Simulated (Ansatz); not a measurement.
# AlNi3: a relaxation

Aim: relax the cell and atoms of AlNi3.

Computed with Ansatz 0.2.0 (DFT r2SCAN, scalar-relativistic, plane waves, PAW, unless a step's input says otherwise).

1 further run of the same task is left out (set aside as unsound or not needed).

**1. The structure to begin with**

The structure is hexagonal, space group P6_3/mmc (No. 194). Conventional cell: a = 5.009 Å, b = 5.009 Å, c = 4.040 Å, α = 90.00°, β = 90.00°, γ = 120.00°. Around Al (site symmetry -6m2) lie 12 Ni at 2.50 Å. Ni (site symmetry mm2) has 8 Ni at 2.47 to 2.54 Å and 4 Al at 2.50 Å in its first shell of neighbours.

Structure file:

```cif
data_structure
_symmetry_space_group_name_H-M 'P 1'
_symmetry_Int_Tables_number 1
_cell_length_a 5.0091
_cell_length_b 5.0091
_cell_length_c 4.0403
_cell_angle_alpha 90.000
_cell_angle_beta 90.000
_cell_angle_gamma 120.000
_cell_volume 87.79
loop_
_atom_site_label
_atom_site_type_symbol
_atom_site_fract_x
_atom_site_fract_y
_atom_site_fract_z
_atom_site_occupancy
Al1 Al 0.66667 0.33333 0.25000 1
Al2 Al 0.33333 0.66667 0.75000 1
Ni1 Ni 0.32852 0.16426 0.75000 1
Ni2 Ni 0.83574 0.16426 0.75000 1
Ni3 Ni 0.83574 0.67148 0.75000 1
Ni4 Ni 0.67148 0.83574 0.25000 1
Ni5 Ni 0.16426 0.83574 0.25000 1
Ni6 Ni 0.16426 0.32852 0.25000 1
```

The structure comes from the Materials Project (structure only).

(A quick probe on a coarse mesh, which set the mesh and smearing, is not shown.)

**3. Relaxing cell and atoms**

input.yaml reads:

```yaml
crystal:
  lattice:
    - [5.0091156652, 0.0, 0.0]
    - [-2.5045578326, 4.3380214166, 0.0]
    - [0.0, 0.0, 4.04025638]
  atoms:
    - { symbol: Al, position: [0.66666667, 0.33333333, 0.25] }
    - { symbol: Al, position: [0.33333333, 0.66666667, 0.75] }
    - { symbol: Ni, position: [0.32852, 0.16426, 0.75], spin: -0.42 }
    - { symbol: Ni, position: [0.83574, 0.16426, 0.75], spin: -0.42 }
    - { symbol: Ni, position: [0.83574, 0.67148, 0.75], spin: -0.42 }
    - { symbol: Ni, position: [0.67148, 0.83574, 0.25], spin: -0.42 }
    - { symbol: Ni, position: [0.16426, 0.83574, 0.25], spin: -0.42 }
    - { symbol: Ni, position: [0.16426, 0.32852, 0.25], spin: -0.42 }
basis:
  ecutwfc: 500
kpoints:
  mp_grid: { grid: [12, 12, 10] }
hamiltonian:
  xc: r2scan
scf:
  occupations: { method: gaussian, width: 0.1 }
output:
  forces: true
  stress: true
  eigenvalues: true
  populations: true
magnetization:
  spin_polarized: true
relax:
  adjacent_minimum: "off"
  f_tol: 0.005
  max_steps: 80
  cell: { stress_tol: 0.05 }
```

Started as:

```console
$ ansatz run input.yaml --threads 2 --pin off --max-ram 5120MiB --backend cpu --events-out ev --progress --plain --runs-dir out
```

Before running it: what results should come out? Wanted: relaxed cell; volume; formation energy; total moment; gap on the mesh.

The runs gave:

```
                                                               quantity                                                                       value
                                                           relaxed cell  a = 5.010 Å, b = 5.010 Å, c = 4.041 Å, α = 90.00°, β = 90.00°, γ = 120.00°
                                                   space group (0.01 Å)                                                          P6_3/mmc (No. 194)
                                                                 volume                                                               10.98 Å³/atom
formation energy (elements from runs with the same settings, not shown)                                                               -0.40 eV/atom
                                                           total moment                                                               -1.66 μB/cell
                                                        gap on the mesh                                                                none (metal)
```

Relaxation left the volume within 0.5 % of the start. The magnetic state reached may not be the lowest one. The small moment in this metal comes from r2SCAN alone, which enlarges such moments; no other functional was run here.
